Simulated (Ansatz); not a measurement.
# AlSiH₅Se: how energies converge with the basis set

Aim: see how fast density functionals converge with the basis set for AlSiH₅Se.

Computed with Ansatz 0.2.0, Gaussian basis. Level: one geometry, several basis sets.

Plan: PBE0-D4/def2-SVP; ωB97M-V/def2-SVP; PBE0-D4/def2-QZVPP; ωB97M-V/def2-QZVPP; the functionals' def2-TZVPP values are taken from earlier runs.

## 1. The geometry

All runs share one geometry, relaxed beforehand with PBE0-D4 in a triple-zeta def2 set.

SMILES `[AlH2][Se][SiH3]`, 8 atoms, charge 0, spin multiplicity 1.

Atoms are counted from 1 here; the program's logs count them from 0.

Bond lengths: Al1–Se2 2.311 Å, Al1–H4 1.583 Å, Al1–H5 1.579 Å, Se2–Si3 2.284 Å, Si3–H6 1.484 Å, Si3–H7 1.484 Å, Si3–H8 1.484 Å. Angles: Se2–Al1–H4 118.3°, Se2–Al1–H5 117.5°, H4–Al1–H5 124.2°, Al1–Se2–Si3 94.8°, Se2–Si3–H6 106.5°, Se2–Si3–H7 111.0°, Se2–Si3–H8 111.1°, H6–Si3–H7 109.5°, H6–Si3–H8 109.5°, H7–Si3–H8 109.2°.

## 2. PBE0-D4 in def2-SVP

Input file in.yaml:

```yaml
crystal:
  periodic: [false, false, false]
  atoms:
    - {symbol: Al, position_ang: [-0.404165, 1.180949, -1.445002]}
    - {symbol: Se, position_ang: [0.886352, -0.715571, -1.166593]}
    - {symbol: Si, position_ang: [0.382171, -0.968490, 1.046922]}
    - {symbol: H, position_ang: [-1.197913, 1.737832, -0.194172]}
    - {symbol: H, position_ang: [-0.434569, 1.838047, -2.880470]}
    - {symbol: H, position_ang: [1.113971, -2.172952, 1.510272]}
    - {symbol: H, position_ang: [-1.075254, -1.168416, 1.241351]}
    - {symbol: H, position_ang: [0.821606, 0.211602, 1.831892]}
basis:
  gaussian: {orbitals: def2-SVP}
hamiltonian: {xc: pbe0, dispersion: d4}
output: {orbitals: {seedname: orbitals}}
```

Launch:

```sh
$ ansatz run in.yaml --threads 2 --pin off --events-out ev --progress --plain --max-ram 4352MiB
```

The runs that follow: ωB97M-V in def2-SVP; PBE0-D4 in def2-QZVPP; ωB97M-V in def2-QZVPP.

Before running them: what should the planned runs give, taken together? Wanted: PBE0-D4: double and triple zeta above quadruple; ωB97M-V: double and triple zeta above quadruple.

**Answer**, as computed:

```
                                       quantity           value
PBE0-D4: double and triple zeta above quadruple  15.01, 1.85 eV
ωB97M-V: double and triple zeta above quadruple  14.96, 1.78 eV
```

**Reading.** For PBE0-D4 the step from double to triple zeta gains 13.17 eV and the next only 1.85 eV. These are total energies; as a rule much of such shifts cancels in differences, which this series doesn't test.
